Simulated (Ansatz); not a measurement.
## BH₉Si₃, SMILES B[SiH2][SiH2][SiH3]: a single point from an input written key by key

Computed with the Ansatz DFT code, driven from Python.

`bh9si3.yaml`
```yaml
crystal:
  periodic: [false, false, false]
  atoms:
    - { symbol: B, position_ang: [-1.9665, -0.8699, -0.7084] }
    - { symbol: Si, position_ang: [-0.1888, -1.4599, -0.6137] }
    - { symbol: Si, position_ang: [0.8831, -0.2501, 0.8948] }
    - { symbol: Si, position_ang: [0.9463, 1.9073, 0.3002] }
    - { symbol: H, position_ang: [-2.4289, -0.3997, -1.7549] }
    - { symbol: H, position_ang: [-2.7039, -0.8337, 0.2374] }
    - { symbol: H, position_ang: [0.4917, -1.299, -1.9184] }
    - { symbol: H, position_ang: [-0.1367, -2.8565, -0.2258] }
    - { symbol: H, position_ang: [0.2697, -0.3887, 2.2605] }
    - { symbol: H, position_ang: [2.3117, -0.7119, 1.0117] }
    - { symbol: H, position_ang: [-0.5352, 2.346, 0.2367] }
    - { symbol: H, position_ang: [1.537, 2.0523, -0.9921] }
    - { symbol: H, position_ang: [1.5409, 2.729, 1.2868] }
basis:
  gaussian: { orbitals: def2-SVP }
hamiltonian:
  xc: pbe
output:
  forces: true
```

Script `deck_bh9si3.py`:
```python
'''BH9Si3 through the session interface.'''

import ansatz as az
import numpy as np

session = az.Session.from_deck('bh9si3.yaml')
r = session.plan(threads=1).execute().report

print(f'E = {r["free_energy_ev"]:.6f} eV = {r["free_energy_ev"] / 27.211386246:.7f} Ha')
print('converged:', r['converged'], ' doubts:', r['published_state_doubts'] or 'none')
symbols = ['B', 'Si', 'Si', 'Si', 'H', 'H', 'H', 'H', 'H', 'H', 'H', 'H', 'H']
state = r['mean_field']['state']
print(f'mean field: {state["energy"]["hartree"]:.7f} Ha, <S^2> = {abs(state["spin_squared"]):.4f}, stability: {state.get("stability", {}).get("kind")}')

print('forces (eV/A)')
for symbol, f in zip(symbols, r['forces_ev_ang']):
    print(f'  {symbol:2s} {f[0]:9.4f} {f[1]:9.4f} {f[2]:9.4f}')
charges = r['charge_distribution']
dipole = np.array(charges['dipole_moment_e_ang']) * 4.803205
print('dipole (D): {:.3f} {:.3f} {:.3f}, length {:.3f}'.format(*dipole, np.linalg.norm(dipole)))
print('atom  Mulliken   Lowdin')
for symbol, m, l in zip(symbols, charges['mulliken_charges_e'], charges['lowdin_charges_e']):
    print(f'{symbol:4s} {m:9.3f} {l:8.3f}')
```

```console
$ python deck_bh9si3.py
E = -24431.678680 eV = -897.8476311 Ha
converged: True  doubts: none
mean field: -897.8476311 Ha, <S^2> = 0.0000, stability: minimum
forces (eV/A)
  B    -2.1796    1.0552   -0.7254
  Si    0.8085   -0.7405   -1.2328
  Si    1.1525   -0.2059    1.6397
  Si   -2.2567    0.1996   -0.1120
  H     0.1268   -0.1379    0.3491
  H    -0.2482   -0.1183    0.3372
  H     0.4005   -0.0331   -0.4143
  H     0.0860   -1.1361    0.3666
  H    -0.1020   -0.0143    0.0519
  H     0.0899   -0.1415    0.0134
  H     0.5038   -0.0670   -0.1197
  H     0.6713    0.2593   -1.3471
  H     0.9474    1.0805    1.1933
dipole (D): 0.229 -0.058 0.079, length 0.249
atom  Mulliken   Lowdin
B       -0.077   -0.129
Si       0.082    0.158
Si      -0.002    0.098
Si       0.130    0.193
H        0.025   -0.001
H        0.026   -0.006
H       -0.030   -0.040
H       -0.016   -0.021
H       -0.019   -0.040
H       -0.019   -0.045
H       -0.040   -0.052
H       -0.032   -0.055
H       -0.028   -0.060
```

Total energies depend on the basis set; only differences at equal settings carry meaning. The geometry is a force-field or estimated start, not a minimum of this method, and the basis set is short of its limit. The Löwdin charges here are taken after orthogonalising the functions within each atom; they differ from plain Löwdin charges, and their signs can be unphysical. Hardware and time: 4.4 s on 1 thread of Arm Neoverse V1, with other jobs on the host, peak memory 0.2 GiB.

(Lines on the test bed's own set-up are left out of the output.)
